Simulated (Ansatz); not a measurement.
# SbAs: the cost of one run

Program: Ansatz 0.2.0. Level of theory: DFT PBE+D3(BJ), scalar-relativistic, plane waves, PAW. These are calculated values, not measurements.

### 1 Starting point

It takes space group P3m1 (No. 156, trigonal). The conventional cell has a = 4.207 Å, b = 4.207 Å, c = 21.000 Å, α = 90.00°, β = 90.00°, γ = 120.00°. Sb (site symmetry 3m) is surrounded by 3 As at 2.80 Å. Around As (site symmetry 3m) lie 3 Sb at 2.80 Å.

Structure file:

```xyz
4
Lattice="4.2071 0.0000 0.0000 -2.1035 3.6434 0.0000 0.0000 0.0000 21.0000" Properties=species:S:1:pos:R:3 pbc="T T F"
Sb    0.0000    0.0000    7.4945
Sb    0.0000    2.4290   12.1200
As    0.0000    2.4290    8.8800
As    0.0000    0.0000   13.5055
```

The cell is invented: sheets of the AsP type as a bilayer. The dimensions are guesses.

It is a sheet, periodic along a and b, with vacuum along c; volumes and pressures of the box carry no meaning, and space groups named for it are those of the box.

### 2 The guess as it stands, on a coarse mesh

Contents of input.yaml:

```yaml
crystal:
  lattice:
    - [4.20707129, 0.0, 0.0]
    - [-2.10353565, 3.64343148, 0.0]
    - [0.0, 0.0, 21.0]
  atoms:
    - { symbol: Sb, position: [0.0, 0.0, 0.35688224] }
    - { symbol: Sb, position: [0.33333333, 0.66666667, 0.57714286] }
    - { symbol: As, position: [0.33333333, 0.66666667, 0.42285714] }
    - { symbol: As, position: [0.0, 0.0, 0.64311776] }
  periodic: [true, true, false]
basis:
  ecutwfc: 420
kpoints:
  mp_grid: { grid: [6, 6, 1] }
hamiltonian:
  xc: pbe
  dispersion: d3bj
scf:
  occupations: { method: gaussian, width: 0.1 }
  lower_state_search: "off"
output:
  forces: true
  stress: true
  eigenvalues: true
```

Command:

```sh
> ansatz run input.yaml --threads 1 --pin off --max-ram 2560MiB --backend cpu --events-out ev --progress --plain --runs-dir out
```

What time and memory should one allow on 1 thread of Intel Xeon at 2.50GHz (Skylake/Cascade Lake), shared host?

About 23 s, with a peak of 0.61 GiB.
